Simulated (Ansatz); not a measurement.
# CH₅AlOSe: how energies converge with the basis set

An exercise on one series of results from a longer session: the logs are not shown, and one member is left open.

The runs use Ansatz 0.2.0, Gaussian basis; one geometry, several basis sets.

The runs, in order: PBE0-D4/def2-SVP; ωB97M-V/def2-SVP; PBE0-D4/def2-QZVPP; ωB97M-V/def2-QZVPP; the functionals' def2-TZVPP values are taken from earlier runs.

### The relaxed structure

An earlier PBE0-D4 in a triple-zeta def2 set relaxation fixed the geometry.

SMILES `[CH3][Al]([OH])[SeH]`, 9 atoms, charge 0, spin multiplicity 1.

Atoms are counted from 1 here; the program's logs count them from 0.

Bond lengths: C1–Al2 1.936 Å, C1–H5 1.094 Å, C1–H6 1.093 Å, C1–H7 1.093 Å, Al2–O3 1.694 Å, Al2–Se4 2.330 Å, O3–H8 0.955 Å, Se4–H9 1.469 Å. Angles: Al2–C1–H5 110.6°, Al2–C1–H6 111.7°, Al2–C1–H7 111.0°, H5–C1–H6 107.2°, H5–C1–H7 107.6°, H6–C1–H7 108.5°, C1–Al2–O3 119.5°, C1–Al2–Se4 120.0°, O3–Al2–Se4 120.5°, Al2–O3–H8 124.9°, Al2–Se4–H9 92.7°.

The first run:

in.yaml reads:

```yaml
crystal:
  periodic: [false, false, false]
  atoms:
    - {symbol: C, position_ang: [0.733762, 0.999232, -1.076554]}
    - {symbol: Al, position_ang: [-0.092320, -0.218756, 0.181178]}
    - {symbol: O, position_ang: [0.196541, -1.882557, 0.043152]}
    - {symbol: Se, position_ang: [-1.484026, 0.605343, 1.857749]}
    - {symbol: H, position_ang: [0.033277, 1.260913, -1.875511]}
    - {symbol: H, position_ang: [1.038099, 1.932248, -0.595624]}
    - {symbol: H, position_ang: [1.612280, 0.546283, -1.541982]}
    - {symbol: H, position_ang: [-0.180064, -2.550879, 0.611852]}
    - {symbol: H, position_ang: [-1.769150, -0.737927, 2.378640]}
basis:
  gaussian: {orbitals: def2-SVP}
hamiltonian: {xc: pbe0, dispersion: d4}
output: {orbitals: {seedname: orbitals}}
```

Steps of the session up to this table: PBE0-D4 in def2-SVP; ωB97M-V in def2-SVP; PBE0-D4 in def2-QZVPP; ωB97M-V in def2-QZVPP.

One table of the session follows, with a row left open; its other results are not shown here.

It belongs to the step «Functionals by basis». 

| functional | basis | HOMO (eV) | LUMO (eV) |
| --- | --- | --- | --- |
| PBE0-D4 | def2-SVP | -7.06 | 0.00 |
| PBE0-D4 | def2-TZVPP | ? | ? |
| PBE0-D4 | def2-QZVPP | -7.22 | -0.52 |
| ωB97M-V | def2-SVP | -9.18 | 1.59 |
| ωB97M-V | def2-TZVPP | -9.34 | 1.27 |
| ωB97M-V | def2-QZVPP | -9.36 | 0.73 |

**Question.** Estimate the row for PBE0-D4, def2-TZVPP.

As computed: HOMO (eV): -7.19; LUMO (eV): -0.23. In the column «HOMO (eV)» it lies between PBE0-D4, def2-QZVPP (-7.22) and PBE0-D4, def2-SVP (-7.06).
